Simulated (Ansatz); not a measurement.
Predict the output of the script below (Ansatz 0.2.0 through its Python package).

The script, `torsion.py`:
```python
"""Energy of AlH6NSi2 as one group turns about a bond."""

import ansatz as az
from ase import Atoms


def main() -> None:
    atoms = Atoms(["Si", "Si", "N", "Al", "H", "H", "H", "H", "H", "H"], positions=[
        (-1.4299, 0.6475, -0.7337),
        (0.0691, -0.8167, -0.19),
        (0.6086, -0.5182, 1.4816),
        (2.1989, 0.0758, 0.4294),
        (-1.7665, 0.5807, -2.2008),
        (-0.9769, 2.0565, -0.4425),
        (-2.6775, 0.4405, 0.0294),
        (-0.1299, -2.2281, -0.4325),
        (0.923, -1.4259, 1.9394),
        (3.2642, 1.1367, 0.1228),
    ])

    # start the scan from a relaxed geometry
    first = (
        az.Crystal.molecule_from_ase(atoms).calculation()
        .basis(gaussian="6-31G*")
        .functional("r2scan")
        .relax(force_tolerance=0.02, max_steps=80)
    )
    atoms.positions = first.run(threads=1).report["positions_ang"]

    start = atoms.get_dihedral(2, 1, 0, 4)
    energies = {}
    for turn in range(0, 121, 20):
        turned = atoms.copy()
        turned.set_dihedral(2, 1, 0, 4, start + turn, indices=[0, 4, 5, 6])
        base = (
            az.Crystal.molecule_from_ase(turned).calculation()
            .basis(gaussian="6-31G*")
            .functional("r2scan")
        )
        energies[round((start + turn) % 360)] = base.run(threads=1).report["free_energy_ev"]
    floor = min(energies.values())
    print("dihedral N2-Si1-Si0-H4 (deg)   E - E(min) (eV)")
    for angle, e in sorted(energies.items()):
        print(f"{angle:8d} {(e - floor):14.3f}  " + "#" * int(30 * (e - floor) / max(max(energies.values()) - floor, 1e-9)))


if __name__ == "__main__":
    main()
```

```console
$ python torsion.py
dihedral N2-Si1-Si0-H4 (deg)   E - E(min) (eV)
     171          0.000
     191          0.009  ######
     211          0.029  ####################
     231          0.042  ##############################
     251          0.035  ########################
     271          0.015  ##########
     291          0.003  #
```

The scan is rigid and the energies are electronic, in a modest basis. With rigid groups the curve can differ much from the relaxed path, the start wasn't checked as a minimum of this torsion, and equivalent turns needn't return to the same energy. Finished in 2 min on 1 thread of Arm Neoverse V2, with other jobs on the host, peak memory 0.23 GiB.
